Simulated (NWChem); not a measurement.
# One shape, several levels: GaSiH3F2 (SMILES [F][Ga]([F])[SiH3])

Wanted: a comparison of 4 runs (HF/STO-3G, HF/3-21G, B3LYP/6-31G*) of GaSiH3F2. 

The calculation is run with NWChem 7.3.0.

## (1) The molecule

The species is GaSiH3F2 (7 atoms), meant as a singlet with charge 0. SMILES: `[F][Ga]([F])[SiH3]`. The shape is that of a PBE0-D4/def2-TZVP optimisation.

Bond lengths: F1–Ga2 1.750 Å, Ga2–F3 1.749 Å, Ga2–Si4 2.387 Å, Si4–H5 1.483 Å, Si4–H6 1.483 Å, Si4–H7 1.484 Å. Angles: F1–Ga2–F3 110.4°, F1–Ga2–Si4 124.5°, F3–Ga2–Si4 125.2°, Ga2–Si4–H5 109.3°, Ga2–Si4–H6 108.8°, Ga2–Si4–H7 107.8°, H5–Si4–H6 110.6°, H5–Si4–H7 110.2°, H6–Si4–H7 110.0°.

## (2) Energy and forces at HF/STO-3G (run 1)

f2gah3si.xyz reads:

```xyz
7

F      0.337700    -1.716900     2.042000
Ga     0.749800    -0.872200     0.566000
F      2.304600    -1.409500    -0.029300
Si    -0.636100     0.761900    -0.486900
H      0.191200     1.594100    -1.392900
H     -1.267600     1.599600     0.561500
H     -1.679500     0.043100    -1.260400
```

f2gah3si.nw reads:

```
echo
start f2gah3si
memory 2200 mb

geometry units angstroms noautosym nocenter noautoz
  load f2gah3si.xyz
end

basis "ao basis" spherical bse
  F library STO-3G
  Ga library STO-3G
  Si library STO-3G
  H library STO-3G
end

scf
  thresh 1e-08
  maxiter 80
  print low
end

task scf gradient
```

Launch:

```
nwchem f2gah3si.nw > f2gah3si.out
```

Output:

```text
[...]
  functions       =    40
[...]
  wavefunction    = RHF
[...]
         Total SCF energy =  -2384.320933591580
      One-electron energy =  -4055.455334562037
      Two-electron energy =   1317.297593024131
 Nuclear repulsion energy =    353.836807946327
        Time for solution =      4.8s
[...]
                         RHF ENERGY GRADIENTS
    atom               coordinates                        gradient
                 x          y          z           x          y          z
   1 F       0.638160  -3.244471   3.858820   -0.022005  -0.032614   0.062090
   2 Ga      1.416917  -1.648219   1.069585   -0.030558   0.036936  -0.023065
   3 F       4.355063  -2.663569  -0.055369    0.065136  -0.019204  -0.029400
   4 Si     -1.202055   1.439782  -0.920108   -0.001558   0.004442  -0.001952
   5 H       0.361316   3.012412  -2.632199    0.021258   0.014828  -0.018141
   6 H      -2.395417   3.022806   1.061081   -0.011544   0.014954   0.025589
   7 H      -3.173795   0.081447  -2.381811   -0.020728  -0.019342  -0.015123
 Task  times  cpu:        6.0s     wall:        6.0s
 Total times  cpu:        6.0s     wall:        6.0s
```

It took 7.2 s on 1 thread of AMD EPYC 7R13 (Zen 3), shared host; peak memory 0.099 GiB.

## (3) Energy and forces at HF/3-21G (run 2)

input.nw reads:

```
START input
TITLE "F2GaH3Si"
memory 2200 mb

GEOMETRY noautosym nocenter noautoz
 F        0.337700      -1.716900       2.042000
 Ga       0.749800      -0.872200       0.566000
 F        2.304600      -1.409500      -0.029300
 Si      -0.636100       0.761900      -0.486900
 H        0.191200       1.594100      -1.392900
 H       -1.267600       1.599600       0.561500
 H       -1.679500       0.043100      -1.260400
END

BASIS "ao basis" spherical bse
 * library 3-21G
END

SCF
 thresh 1e-08
 maxiter 80
 print low
END

TASK scf gradient
```

Launch:

```
nwchem input.nw > input.out
```

Output:

```text
[...]
  functions       =    59
[...]
  wavefunction    = RHF
[...]
         Total SCF energy =  -2400.901894959429
      One-electron energy =  -4059.509056285575
      Two-electron energy =   1304.770353379820
 Nuclear repulsion energy =    353.836807946327
        Time for solution =      3.0s
[...]
                         RHF ENERGY GRADIENTS
    atom               coordinates                        gradient
                 x          y          z           x          y          z
   1 F       0.638160  -3.244471   3.858820   -0.009899  -0.015367   0.028875
   2 Ga      1.416917  -1.648219   1.069585   -0.024999   0.029711  -0.019356
   3 F       4.355063  -2.663569  -0.055369    0.030010  -0.009125  -0.013165
   4 Si     -1.202055   1.439782  -0.920108    0.003142  -0.002337   0.002089
   5 H       0.361316   3.012412  -2.632199    0.000779  -0.000765   0.000047
   6 H      -2.395417   3.022806   1.061081    0.000237  -0.000985   0.000762
   7 H      -3.173795   0.081447  -2.381811    0.000729  -0.001132   0.000748
 Task  times  cpu:        4.3s     wall:        4.3s
 Total times  cpu:        4.4s     wall:        4.4s
```

It took 5.4 s on 1 thread of AMD EPYC 7R13 (Zen 3), shared host; peak memory 0.098 GiB.

Run 3 isn't shown in full; the table further down has it.

## (4) Energy and forces at B3LYP/6-31G(d) (Cartesian functions) (run 4)

mymol.xyz reads:

```xyz
7
F2GaH3Si gradient
F      0.337700    -1.716900     2.042000
Ga     0.749800    -0.872200     0.566000
F      2.304600    -1.409500    -0.029300
Si    -0.636100     0.761900    -0.486900
H      0.191200     1.594100    -1.392900
H     -1.267600     1.599600     0.561500
H     -1.679500     0.043100    -1.260400
```

run.py reads:

```python
from ase.io import read
from ase.calculators.nwchem import NWChem

system = read('mymol.xyz')

calc = NWChem(
    label='mymol',
    theory='dft',
    memory='2200 mb',
    basis='6-31G*',
    dft={'xc': 'b3lyp', 'mult': '1', 'grid': 'fine', 'convergence': 'energy 1e-08', 'iterations': '100', 'mulliken': None},
)
system.calc = calc

forces = system.get_forces()
e = system.get_potential_energy()
print(f"E = {e:.6f} eV")
print("forces (eV/A):")
for s, f in zip(system.symbols, forces):
    print(f"{s:2s} {f[0]:10.5f} {f[1]:10.5f} {f[2]:10.5f}")
print("dipole (e A):", system.get_dipole_moment().round(4))
```

Launch:

```
export ASE_NWCHEM_COMMAND="nwchem PREFIX.nwi > PREFIX.nwo"
python run.py
```

Output:

```text
E = -65734.402818 eV
forces (eV/A):
F    -0.03121   -0.09729    0.15565
Ga   -0.03430    0.04731   -0.02628
F     0.16841   -0.06747   -0.05230
Si   -0.06150    0.06628   -0.04453
H    -0.00766    0.01933   -0.01306
H    -0.01430    0.01975   -0.00458
H    -0.01944    0.01208   -0.01491
dipole (e A): [-0.4104  0.4968 -0.3164]
```

The calculator wrote mymol.nwi:

```
title "mymol"

permanent_dir mymol

scratch_dir mymol

start mymol

geometry units angstrom nocenter noautosym noautoz
  F  3.3770000000000000e-01 -1.7169000000000001e+00 2.0419999999999998e+00
  Ga 7.4980000000000002e-01 -8.7219999999999998e-01 5.6599999999999995e-01
  F  2.3046000000000002e+00 -1.4095000000000000e+00 -2.9300000000000000e-02
  Si -6.3610000000000000e-01 7.6190000000000002e-01 -4.8690000000000000e-01
  H  1.9120000000000001e-01 1.5941000000000001e+00 -1.3929000000000000e+00
  H  -1.2676000000000001e+00 1.5995999999999999e+00 5.6150000000000000e-01
  H  -1.6795000000000000e+00 4.3099999999999999e-02 -1.2604000000000000e+00
end

memory 2200 mb

basis noprint
   * library 6-31G*
end

dft
  xc b3lyp
  mult 1
  grid fine
  convergence energy 1e-08
  iterations 100
  mulliken
end

task dft gradient
```

mymol.nwo:

```text
Northwest Computational Chemistry Package (NWChem) 7.3.0
             --------------------------------------------------------

           Job information
           ---------------

    nwchem branch   = 7.3.0
    use scalapack   = T
    input           = mymol.nwi
    prefix          = mymol.
    data base       = mymol/mymol.db
    status          = startup
    nproc           =        1

           Memory information
           ------------------

    heap     =     72089596 doubles =      550.0 Mbytes
    stack    =     72089601 doubles =      550.0 Mbytes
    global   =    144179200 doubles =     1100.0 Mbytes (distinct from heap & stack)
    total    =    288358397 doubles =     2200.0 Mbytes
    verify   = yes
    hardfail = no

[... 109 lines left out ...]
  convergence criterion.
[... 41 lines left out ...]
          Spatial weights used:  Erf1
[... 76 lines left out ...]
         Total DFT energy =    -2415.694766853218
[... 3 lines left out ...]
 Nuclear repulsion energy =      353.836807946326
[... 704 lines left out ...]
          Convergence on gradient requested:  5.00D-04
[... 28 lines left out ...]
          total energy or number of iterations.
[... 38 lines left out ...]
                 ----------------------------------------
                 |  Time  |  1-e(secs)   |  2-e(secs)   |
                 ----------------------------------------
                 |  CPU   |       0.01   |       8.58   |
                 ----------------------------------------
                 |  WALL  |       0.01   |       8.58   |
                 ----------------------------------------

 Task  times  cpu:       27.7s     wall:       27.7s
 Total times  cpu:       27.7s     wall:       27.7s
```

It took 29 s on 1 thread of AMD EPYC 7R13 (Zen 3), shared host; peak memory 0.12 GiB.

## (5) The series

```csv
run,level,iteration cap,module,energy (Eh),largest force (eV/Å),wall time
1,HF/STO-3G,80,scf,-2384.320934,3.805,7.2 s
2,HF/3-21G,80,scf,-2400.901895,2.231,5.4 s
3,B3LYP/6-31G* (spherical functions),100,dft,-2415.684661,0.277,32 s
4,B3LYP/6-31G* (Cartesian functions),100,dft,-2415.694767,0.189,29 s
```

## (6) Results

| quantity | value |
| --- | --- |
| run 4: total energy | -2415.69477 Eh |
| run 4: dipole moment | 3.45 D |
| run 4: HOMO energy | -8.68 eV |
| run 4: LUMO energy | -1.73 eV |
| run 4: HOMO–LUMO gap | 6.95 eV |
| run 4: largest force on an atom | 0.189 eV/Å |

In run 1 the basis is minimal, so the values are rough. All runs together took 74 s, the longest 32 s.
